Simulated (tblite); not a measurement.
# CH13O2PSi4: the cost of one run

The runs use tblite 0.8.0 and PySCF 2.14.0, with density-fitted response routines of our own; the level of theory stands in each step. All values are computed, except where a source is named. Atoms count from 0, in the outputs and in this text.

## (1) The molecule as given

21 atoms, charge 0, multiplicity 1; geometry from: force field or distance geometry start.

Bonds of the start (Å): C0–Si1 1.85, Si1–P2 2.19, Si1–Si3 2.24, Si3–O4 1.71, O4–Si5 1.72, Si3–O6 1.73, O6–Si7 1.73, C0–H8 1.10, C0–H9 1.13, C0–H10 1.12, Si1–H11 1.48, P2–H12 1.45, P2–H13 1.43, Si3–H14 1.48, Si5–H15 1.46, Si5–H16 1.48, Si5–H17 1.47, Si7–H18 1.47, Si7–H19 1.47, Si7–H20 1.47.

## (2) Relaxing the molecule with GFN2-xTB

The job: settings as JSON, then the geometry in Å.

```
{"job": {"kind": "relax", "xc": "GFN2-xTB", "basis": "xTB"}, "charge": 0, "multiplicity": 1}
C     -2.496800     0.254900    -1.712900
Si    -1.631400    -0.745000    -0.416700
P     -2.793000    -0.989900     1.428900
Si     0.432900     0.029200    -0.047400
O      0.490800     1.696800    -0.413300
Si     1.659700     2.450800     0.593100
O      1.507700    -0.867300    -1.058400
Si     2.655800    -1.768600    -0.129100
H     -1.805100     0.766200    -2.394100
H     -3.112600     1.019100    -1.152800
H     -3.207600    -0.438500    -2.239400
H     -1.466000    -2.108800    -0.976800
H     -3.943000    -0.108200     1.528500
H     -2.009300    -1.074300     2.622400
H      0.845100    -0.123500     1.366400
H      2.564400     3.327600    -0.146700
H      0.951100     3.323800     1.556600
H      2.384200     1.419200     1.349500
H      2.867700    -3.052700    -0.819000
H      3.931700    -1.044300    -0.184500
H      2.164900    -1.949500     1.245300
```

Launch:

```console
$ OMP_NUM_THREADS=1 python probes_run.py task.json out
```

This one command runs all jobs of the session in turn.

**Question.** How long does this first job take on 1 thread of Intel Xeon at 2.50GHz, shared host?

About 9 s.
